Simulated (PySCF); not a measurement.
# N2Re2 (Re2(N)2): the cost of one run

Method: PBE, Re def2-SVP with ECP60, N def2-SVP; scalar-relativistic core potentials, no spin–orbit coupling; program: PySCF 2.14.0.

3 further runs of the same task are left out: 2 for a known fault of the program, 1 that didn't finish.

### Step 1. The system as given

4 atoms, charge 0, spin multiplicity 1.

Bond lengths: Re1–Re2 2.693 Å, Re1–N3 1.772 Å, Re1–N4 1.772 Å, Re2–N3 1.772 Å, Re2–N4 1.772 Å. Angles: Re2–Re1–N3 40.5°, Re2–Re1–N4 40.5°, N3–Re1–N4 81.1°, Re1–Re2–N3 40.5°, Re1–Re2–N4 40.5°, N3–Re2–N4 81.1°, Re1–N3–Re2 98.9°, Re1–N4–Re2 98.9°.

Coordinates:

```mol
N2Re2
  3D, bonds by distance, orders not assigned

  4  5  0  0  0  0  0  0  0  0999 V2000
    0.0000    0.0000    1.3464 Re  0  0
    0.0000    0.0000   -1.3464 Re  0  0
    1.1514    0.0000    0.0000 N   0  0
   -1.1514    0.0000    0.0000 N   0  0
  1  2  8  0
  1  3  8  0
  1  4  8  0
  2  3  8  0
  2  4  8  0
M  END
```

Formal oxidation states: Re +3.

### Step 2. SCF at the start, singlet

run.py (the lines that set the calculation) reads:

```python
mol = gto.M(atom='''
Re     0.00000     0.00000     1.34640
Re     0.00000     0.00000    -1.34640
N      1.15140     0.00000     0.00000
N     -1.15140     0.00000     0.00000''',
    basis={'Re': 'def2-SVP', 'N': 'def2-SVP'},
    ecp={'Re': 'def2-SVP'},
    charge=0, spin=0)
mf = dft.RKS(mol, xc='PBE')
mf.grids.atom_grid = (50, 194)
mf = mf.density_fit()  # fitting sets: Re def2-universal-JKFIT, N def2-universal-JKFIT
mf.conv_tol = 1e-08; mf.max_cycle = 55
mf.kernel(dm0)  # dm0: free metal ions and neutral atoms
```

Launch:

```
$ OMP_NUM_THREADS=2 python run.py
```

**Question.** How long does this run take on 2 threads of Intel Xeon Platinum 8488C (Sapphire Rapids), shared host, and how much memory does it need?

About 62 s, with a peak of 0.53 GiB.
